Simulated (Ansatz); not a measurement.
**Na: response to strain**

Aim: deform Na (equal xx and yy strain of -2 %) and compute stress, forces and field gradients with LAPW, PAW and all-electron datasets made for the crystal.

Method: DFT PBEsol, scalar-relativistic, in Ansatz 0.2.0.

## 1. Starting point

Symmetry: Im-3m, No. 229, cubic system. The conventional cell has a = 4.235 Å, b = 4.235 Å, c = 4.235 Å, α = 90.00°, β = 90.00°, γ = 90.00°. Around Na (site symmetry m-3m) lie 8 Na at 3.67 Å.

As a file:

```cif
data_structure
_symmetry_space_group_name_H-M 'Im-3m'
_symmetry_Int_Tables_number 229
_cell_length_a 4.2350
_cell_length_b 4.2350
_cell_length_c 4.2350
_cell_angle_alpha 90.000
_cell_angle_beta 90.000
_cell_angle_gamma 90.000
_cell_volume 75.96
loop_
_atom_site_label
_atom_site_type_symbol
_atom_site_symmetry_multiplicity
_atom_site_Wyckoff_symbol
_atom_site_fract_x
_atom_site_fract_y
_atom_site_fract_z
_atom_site_occupancy
Na1 Na 2 a 0.00000 0.00000 0.00000 1
```

The file gives the conventional cell by its symmetry; the runs use the cell typed in the input.

## 2. After the deformation

Space group Im-3m before, I4/mmm after.

## 3. LAPW, all electrons

input.yaml reads:

```yaml
crystal:
  lattice:
    - [-2.07515, 2.07515, 2.1175]
    - [2.07515, -2.07515, 2.1175]
    - [2.07515, 2.07515, -2.1175]
  atoms:
    - { symbol: Na, position: [0.0, 0.0, 0.0] }
kpoints:
  mp_grid: { grid: [11, 11, 11] }
  band_path:
    path:
      - [0.0, 0.0, 0.0]
      - [0.0, 0.0, 0.5]
      - [0.25, 0.25, 0.25]
      - [0.0, 0.5, 0.0]
      - [0.0, 0.0, 0.0]
      - [0.5, 0.5, -0.5]
      - [0.4901, 0.5099, -0.4901]
      - [-0.4901, 0.4901, 0.4901]
      - [0.0, 0.0, 0.0]
    npoints: 5
scf:
  occupations: { method: fermi_dirac, width: 0.03 }
hamiltonian:
  xc: pbesol
  pseudopotentials: { kind: all_electron, lapw: { basis_error: 0.0005 } }
output:
  forces: true
  stress: true
  eigenvalues: true
```

Started as:

```bash
ansatz run input.yaml --threads 1 --pin off --max-ram 3072MiB --backend cpu --events-out ev --progress --plain --runs-dir out
```

## 4. PAW with frozen cores

input.yaml reads:

```yaml
crystal:
  lattice:
    - [-2.07515, 2.07515, 2.1175]
    - [2.07515, -2.07515, 2.1175]
    - [2.07515, 2.07515, -2.1175]
  atoms:
    - { symbol: Na, position: [0.0, 0.0, 0.0] }
kpoints:
  mp_grid: { grid: [11, 11, 11] }
scf:
  occupations: { method: fermi_dirac, width: 0.03 }
hamiltonian:
  xc: pbesol
  pseudopotentials: { kind: paw }
output:
  forces: true
  stress: true
  eigenvalues: true
  efg: { contact_densities: true }
  write_density: true
  write_potential: true
  elf: true
  volumetric_format: npy
```

## 5. Datasets made for this crystal

input.yaml: that of step 4 with these lines changed.

```diff
@@ -13,3 +13,3 @@
   xc: pbesol
-  pseudopotentials: { kind: paw }
+  pseudopotentials: { kind: all_electron, datasets: crystal }
 output:
@@ -19,5 +19 @@
   efg: { contact_densities: true }
-  write_density: true
-  write_potential: true
-  elf: true
-  volumetric_format: npy
```

(Steps that only read results are left out.)

Q: Predict the outcome of this session. Wanted: pressure; largest shear or deviatoric stress.

As calculated:

```
                                 quantity                                              value
                                 pressure  LAPW -0.05, PAW -0.05, crystal datasets -0.05 GPa
largest shear or deviatoric stress (LAPW)                                           0.07 GPa
```

In words: The largest part of the stress beyond the pressure is 0.07 GPa in size, in the zz component. No run of the undeformed cell stands beside it, so the pressure holds what the given cell had before the change. PAW: stress within 0.01 GPa of LAPW. Crystal datasets: stress within 0.01 GPa of LAPW.
